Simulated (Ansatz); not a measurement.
# SbPb: the cost of one run

Computed with Ansatz 0.2.0 (DFT LDA, scalar-relativistic, plane waves, PAW, unless a step's input says otherwise).

16 further runs of the same task are left out: 16 set aside as unsound or not needed.

### 1 The system as given

Symmetry: Fm-3m, No. 225, cubic system. The conventional cell has a = 6.203 Å, b = 6.203 Å, c = 6.203 Å, α = 90.00°, β = 90.00°, γ = 90.00°. Around Sb (site symmetry m-3m) lie 6 Pb at 3.10 Å. Pb (site symmetry m-3m) is surrounded by 6 Sb at 3.10 Å.

Coordinates:

```
Sb Pb
1.0
     0.00000    3.10144    3.10144
     3.10144    0.00000    3.10144
     3.10144    3.10144    0.00000
Sb Pb
1 1
Direct
  0.50000 0.50000 0.50000
  0.00000 0.00000 0.00000
```

It goes back to an entry of the Materials Project, which need not be the stable form.

It is the result of an earlier relaxation at this level (volume 29.83 Å³/atom; gap on the mesh: none (metal)).

### 2 Plan of the line

The energy is mapped over volume and the cell's shape.

The axes are (1) volume per atom: 7 values from 27.45 to 32.22 Å³; (2) c/a of the conventional cell: 7 values from 0.923 to 1.083.

Nothing else is relaxed (symmetry fixes all fractional coordinates). Energies count from the relaxed crystal. Points are written as (first, second).

### 3 Grid point (27.45 Å³, 0.948)

The input, input.yaml:

```yaml
crystal:
  lattice:
    - [0.0, 3.0706023212, 2.9109310005]
    - [3.0706023212, 0.0, 2.9109310005]
    - [3.0706023212, 3.0706023212, 0.0]
  atoms:
    - { symbol: Sb, position: [0.5, 0.5, 0.5] }
    - { symbol: Pb, position: [0.0, 0.0, 0.0] }
basis:
  ecutwfc: 420
kpoints:
  mp_grid: { grid: [14, 14, 14] }
hamiltonian:
  xc: lda
scf:
  occupations: { method: gaussian, width: 0.15 }
output:
  forces: true
  stress: true
  eigenvalues: true
```

On the command line:

```sh
$ ansatz run input.yaml --threads 1 --pin off --max-ram 2048MiB --backend cpu --events-out ev --progress --plain --runs-dir out
```

Q: Estimate wall time and peak memory on 1 thread of Intel Xeon 6975P-C (Granite Rapids), shared host.

About 6.3 s, with a peak of 0.53 GiB.
